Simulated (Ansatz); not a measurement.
# La (La (0001), 1 layers): how the settings move a single-point run

Question: which choices in the input matter for La (La (0001), 1 layers)?

Computed with Ansatz 0.2.0 (reference: DFT, r2SCAN, PAW with Ansatz's default frozen-core files, scalar-relativistic, unless a step's input says otherwise).

### 1 The structure to begin with

It takes space group P6/mmm (No. 191, hexagonal). The conventional cell has a = 3.818 Å, b = 3.818 Å, c = 7.000 Å, α = 90.00°, β = 90.00°, γ = 120.00°. La (site symmetry 6/mmm) has 6 La at 3.82 Å in its first shell of neighbours.

Structure file:

```cif
data_structure
_symmetry_space_group_name_H-M 'P6/mmm'
_symmetry_Int_Tables_number 191
_cell_length_a 3.8180
_cell_length_b 3.8180
_cell_length_c 7.0000
_cell_angle_alpha 90.000
_cell_angle_beta 90.000
_cell_angle_gamma 120.000
_cell_volume 88.37
loop_
_atom_site_label
_atom_site_type_symbol
_atom_site_symmetry_multiplicity
_atom_site_Wyckoff_symbol
_atom_site_fract_x
_atom_site_fract_y
_atom_site_fract_z
_atom_site_occupancy
La1 La 1 b 0.00000 0.00000 0.50000 1
```

### 2 Baseline

input.yaml

```yaml
crystal:
  lattice:
    - [3.8179840613, 0.0, 0.0]
    - [-1.9089920307, 3.3064711884, 0.0]
    - [0.0, 0.0, 7.0]
  atoms:
    - { symbol: La, position: [0.0, 0.0, 0.5] }
kpoints:
  mp_grid: { grid: [11, 11, 1] }
scf:
  occupations: { method: fermi_dirac, width: 0.1 }
hamiltonian:
  xc: r2scan
  pseudopotentials: { kind: paw }
output:
  forces: true
  stress: true
  eigenvalues: true
efield:
  axis: 3
  amplitude: 0
  dipole_correction: true
```

Launch:

```console
$ ansatz run input.yaml --threads 1 --pin off --max-ram 3584MiB --backend cpu --events-out ev --progress --plain --runs-dir out
```

### 3 Changed: occupations.method tetrahedron, width left out

Edit input.yaml of step 2 so:

```diff
@@ -10,3 +10,3 @@
 scf:
-  occupations: { method: fermi_dirac, width: 0.1 }
+  occupations: { method: tetrahedron }
 hamiltonian:
```

Before running it: what results should come out? Wanted: for each run, ending; energy change; gap; force.

The runs gave:

```csv
run,ending,energy change,gap (eV),force (eV/Å),cycles,time
reference,converged,0,0.00,0.00,9,4.4 s
"1: occupations.method tetrahedron, width left out",converged,+4.1 meV/atom (σ→0),0.00,0.00,9,4.1 s
```

Residual by cycle in the longest SCF loop of each run; runs are numbered as in the table. The quantity is the density residual dr2, in eV.

```csv
cycle,reference,run 1
1,0.0729,0.1
2,0.022,0.0231
3,0.00336,8.9e-4
4,8.8e-5,4.3e-4
5,1.6e-5,7.8e-5
6,4.9e-6,2.2e-4
7,6.0e-7,2.7e-6
8,1.2e-7,2.3e-7
9,1.7e-9,5.0e-8
```

**Reading.** Changing the smearing moves the energy by +4.1 meV/atom (σ→0 values).
